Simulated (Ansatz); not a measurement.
# SiH3I (SMILES [SiH3]I): MP2/def2-mTZVP

Wanted: a short trajectory of SiH3I. 

The results are computed with Ansatz 0.2.0.

4 further runs of the same task are left out: 4 for a known fault of the program.

### 1 Starting point

SiH3I has 5 atoms, charge 0, and is taken as a singlet. As SMILES, `[SiH3]I`. The coordinates come from a PBE0-D4/def2-TZVP relaxation. The run starts from this shape.

Bond lengths: Si1–I2 2.439 Å, Si1–H3 1.481 Å, Si1–H4 1.481 Å, Si1–H5 1.481 Å. Angles: I2–Si1–H3 108.5°, I2–Si1–H4 108.5°, I2–Si1–H5 108.4°, H3–Si1–H4 110.5°, H3–Si1–H5 110.5°, H4–Si1–H5 110.5°.

### 2 Molecular dynamics at MP2/def2-mTZVP

File job.yaml:

```yaml
crystal:
  periodic: [false, false, false]
  atoms:
    - symbol: Si
      position_ang: [-0.165600, 0.069300, -0.077300]
    - symbol: I
      position_ang: [1.907700, -0.923300, 0.737800]
    - symbol: H
      position_ang: [-1.144400, 0.089000, 1.033900]
    - symbol: H
      position_ang: [-0.671300, -0.755700, -1.198400]
    - symbol: H
      position_ang: [0.123500, 1.447000, -0.537300]
basis:
  gaussian:
    orbitals: def2-mTZVP
correlation:
  method: mp2
md:
  timestep: 2 fs
  n_steps: 30
  ensemble: nvt_nose_hoover
  temperature: 300
  initial_velocities: maxwell_boltzmann
  seed: 144
```

On the command line:

```
$ ansatz run job.yaml --threads 1 --pin off --max-ram 2610MiB --events-out events.jsonl --progress --plain --runs-dir runs
```

Q: Predict the results. Wanted: potential energy of the last frame.

Answer, from the run:

Level: MP2/def2-mTZVP, 9 core orbitals frozen.

| quantity | value |
| --- | --- |
| potential energy of the last frame | -587.51227 Eh |

What this shows: Mulliken charges run from -0.38 on I2 to +0.60 on Si1; they depend strongly on the basis. The run spans only 60 fs, so it is not equilibrated: the temperature averages 171 K over its second half, against 300 K at the start, as kinetic energy flows into the vibrations of a start near a minimum.
